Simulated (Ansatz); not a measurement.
# SiH₄ + SiH₃Br: a complex and its separated parts

The complex below is one end of an elementary step. How strongly is it bound against its free parts?

The runs use Ansatz 0.2.0, Gaussian basis; PBE0-D4/def2-TZVP structures, single points in def2-TZVPP, no counterpoise correction.

Levels: SPW92, PBE-D4, BLYP-D4, r2SCAN-D4, B97M-V, PBE0-D4, B3LYP-D4, r2SCAN0-D4, BHLYP-D4, CAM-B3LYP-D4, wB97X-V, wB97M-V, B2PLYP, PBE-QIDH, RPA on PBE, Hartree-Fock, MP2, CCSD, CCSD(T).

Correlated methods freeze the cores. Filled d shells of the heavier atoms are correlated. B3LYP uses VWN-RPA correlation. B2PLYP carries no dispersion term here.

94 further runs of the same task are left out: 94 set aside as unsound or not needed.

## (1) The system as given

The complex: 10 atoms, charge 0, spin multiplicity 1.

Atoms are counted from 1 here; the program's logs count them from 0.

Bond lengths: Si1–H3 1.484 Å, Si1–H4 1.485 Å, Si1–H5 1.485 Å, Si1–H6 1.485 Å, Br2–Si7 2.219 Å, Si7–H8 1.480 Å, Si7–H9 1.481 Å, Si7–H10 1.482 Å. Angles: H3–Si1–H4 109.5°, H3–Si1–H5 109.8°, H3–Si1–H6 109.5°, H4–Si1–H5 109.4°, H4–Si1–H6 109.2°, H5–Si1–H6 109.4°, Br2–Si7–H8 108.6°, Br2–Si7–H9 108.3°, Br2–Si7–H10 108.4°, H8–Si7–H9 110.7°, H8–Si7–H10 110.5°, H9–Si7–H10 110.3°.

As a file:

```mol
BrH7Si2
  3D, bonds by distance, orders not assigned

 10  8  0  0  0  0  0  0  0  0999 V2000
   -1.8558    0.7859    0.1739 Si  0  0
    0.8763   -2.3185   -1.1365 Br  0  0
   -1.6308    0.4649   -1.2571 H   0  0
   -1.3038    2.1318    0.4740 H   0  0
   -3.3108    0.7720    0.4693 H   0  0
   -1.1712   -0.2228    1.0225 H   0  0
    1.9316   -0.6658   -0.0987 Si  0  0
    1.7919   -0.8604    1.3619 H   0  0
    3.3574   -0.7032   -0.4965 H   0  0
    1.3152    0.6162   -0.5126 H   0  0
  1  3  8  0
  1  4  8  0
  1  5  8  0
  1  6  8  0
  2  7  8  0
  7  8  8  0
  7  9  8  0
  7 10  8  0
M  END
```

Its parts: SiH₄ holds atoms 1, 3, 4, 5, 6; SiH₃Br holds atoms 2, 7, 8, 9, 10. Each part counts its atoms afresh in its own runs.

## (2) Relaxing SiH₄ alone

relax-a/in.yaml reads:

```yaml
crystal:
  periodic: [false, false, false]
  atoms:
    - {symbol: Si, position_ang: [-1.855842, 0.785921, 0.173868]}
    - {symbol: H, position_ang: [-1.630763, 0.464851, -1.257146]}
    - {symbol: H, position_ang: [-1.303802, 2.131799, 0.474029]}
    - {symbol: H, position_ang: [-3.310849, 0.772000, 0.469271]}
    - {symbol: H, position_ang: [-1.171155, -0.222844, 1.022475]}
basis:
  gaussian: {orbitals: def2-TZVP}
hamiltonian: {xc: pbe0, dispersion: d4}
relax: {f_tol: 0.005, max_steps: 200}
```

On the command line:

```sh
$ ansatz run in.yaml --threads 4 --pin off --events-out ev --progress --plain --max-ram 9574MiB
```

After this run come: Relaxing SiH₃Br alone; SPW92/def2-TZVPP; PBE-D4/def2-TZVPP; BLYP-D4/def2-TZVPP; r2SCAN-D4/def2-TZVPP; B97M-V/def2-TZVPP; PBE0-D4/def2-TZVPP; B3LYP-D4/def2-TZVPP; r2SCAN0-D4/def2-TZVPP; BHLYP-D4/def2-TZVPP; CAM-B3LYP-D4/def2-TZVPP; wB97X-V/def2-TZVPP; wB97M-V/def2-TZVPP; B2PLYP/def2-TZVPP; PBE-QIDH/def2-TZVPP; RPA on PBE/def2-TZVPP; CCSD(T)/def2-TZVPP; Vibrations of SiH₄; Vibrations of SiH₃Br.

Before running it: what results should come out? Wanted: complex less parts, CCSD(T)/def2-TZVPP; with zero-point energy; largest T1 diagnostic.

As calculated:

```
                              quantity        value
complex less parts, CCSD(T)/def2-TZVPP  -4.4 kJ/mol
                with zero-point energy  -1.9 kJ/mol
                 largest T1 diagnostic        0.011
```

What this shows: At CCSD(T) the complex lies 4.4 kJ/mol below its parts. The functionals run from r2SCAN-D4, off by -0.5 kJ/mol, to SPW92, off by -5.5 kJ/mol, against CCSD(T). By rung, the mean size of the error is: LDA 5.5, GGA 1.9, meta-GGA 0.8, hybrid 1.8, range-separated hybrid 1.3, double hybrid 3.3 kJ/mol. PBE-D4 gives a relative energy 2.6 kJ/mol too low, an error of 58 % of the reference. No counterpoise was applied, and triple zeta lacks some correlation, so the CCSD(T) reference has a basis error of its own, and close matches with it are partly luck.
